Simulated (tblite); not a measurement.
# C6H11NOSi: the cost of one run

The runs use tblite 0.8.0 and PySCF 2.14.0, with density-fitted response routines of our own; the level of theory stands in each step. All values are computed, except where a source is named. Atoms are numbered from 0 throughout.

## Step 1: The starting structure

20 atoms, charge 0, multiplicity 1; geometry from: force field or distance geometry start.

Bonds of the start (Å): C0–C1 1.47, C1–C2 1.33, C2–C3 1.46, C3–N4 1.16, C2–O5 1.35, O5–Si6 1.72, Si6–C7 1.88, C7–C8 1.50, C0–H9 1.14, C0–H10 1.11, C0–H11 1.10, C1–H12 1.08, Si6–H13 1.45, Si6–H14 1.46, C7–H15 1.11, C7–H16 1.10, C8–H17 1.10, C8–H18 1.09, C8–H19 1.13.

## Step 2: Geometry optimisation with GFN2-xTB

Job settings and geometry (Å):

```
{"job": {"kind": "relax", "xc": "GFN2-xTB", "basis": "xTB"}, "charge": 0, "multiplicity": 1}
C     -3.534600    -0.074700    -0.596500
C     -2.066900    -0.142200    -0.495100
C     -1.298700     0.940100    -0.562400
C     -1.954100     2.222900    -0.772200
N     -2.475800     3.254200    -0.899200
O      0.048300     0.840900    -0.463000
Si     0.837700    -0.391200     0.431800
C      2.466200    -0.725000    -0.437300
C      3.552900    -0.410800     0.549400
H     -3.881500     0.378300     0.387100
H     -3.777200     0.577000    -1.459200
H     -3.936900    -1.086300    -0.757800
H     -1.640000    -1.120600    -0.328100
H      0.140200    -1.658500     0.519100
H      1.132200     0.141600     1.764200
H      2.526500    -0.053600    -1.314600
H      2.520900    -1.743000    -0.837600
H      4.305400     0.255900     0.091200
H      3.950100    -1.346700     0.945600
H      3.080300     0.152400     1.412200
```

The run is started by

```bash
$ OMP_NUM_THREADS=1 python probes_run.py task.json out
```

The driver reads the jobs from task.json and runs them one after another.

**Question.** How long does this first job take on 1 thread of Arm Neoverse N1, shared host, and how much memory does it need?

About 3.3 s, with a peak of 0.18 GiB.
